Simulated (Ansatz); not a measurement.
# EuGe: the cost of one run

Method: DFT, LDA, PAW with Ansatz's default frozen-core files, scalar-relativistic, in Ansatz 0.2.0.

## Step 1: Starting point

It takes space group Cmcm (No. 63, orthorhombic). Conventional cell: a = 4.645 Å, b = 11.186 Å, c = 4.065 Å, α = 90.00°, β = 90.00°, γ = 90.00°. Eu (site symmetry m2m) has 7 Ge at 3.18 to 3.32 Å as nearest neighbours. Around Ge (site symmetry m2m) lie 2 Ge at 2.59 Å.

As a file:

```
CELL_PARAMETERS angstrom
2.32270 -5.59294 0.00000
2.32270 5.59294 0.00000
0.00000 0.00000 4.06519
ATOMIC_POSITIONS crystal
Eu 0.13956 0.86044 0.25000
Eu 0.86044 0.13956 0.75000
Ge 0.42794 0.57206 0.25000
Ge 0.57206 0.42794 0.75000
```

Atoms are numbered in the order of the input: Eu1, Eu2, Ge3, Ge4.

## Step 2: Free moments from the typed start, PAW

Contents of input.yaml:

```yaml
crystal:
  lattice:
    - [2.3226953992, -5.592944228, 0.0]
    - [2.3226953992, 5.592944228, 0.0]
    - [0.0, 0.0, 4.06519021]
  atoms:
    - { symbol: Eu, position: [0.13955809, 0.86044191, 0.25], spin: 7.0 }
    - { symbol: Eu, position: [0.86044191, 0.13955809, 0.75], spin: 7.0 }
    - { symbol: Ge, position: [0.42794204, 0.57205796, 0.25] }
    - { symbol: Ge, position: [0.57205796, 0.42794204, 0.75] }
magnetization:
  spin_polarized: true
kpoints:
  mp_grid: { grid: [6, 6, 6] }
scf:
  occupations: { method: fermi_dirac, width: 0.05 }
hamiltonian:
  xc: lda
  pseudopotentials: { kind: paw }
output:
  forces: true
  stress: true
  eigenvalues: true
  write_density: true
  write_potential: true
  elf: true
  volumetric_format: npy
```

The run is started by

```bash
$ ansatz run input.yaml --threads 2 --pin off --max-ram 6144MiB --backend cpu --events-out ev --progress --plain --runs-dir out
```

What time and memory should one allow on 2 threads of Intel Xeon Platinum 8488C (Sapphire Rapids), shared host?

About 20 s, with a peak of 0.7 GiB.
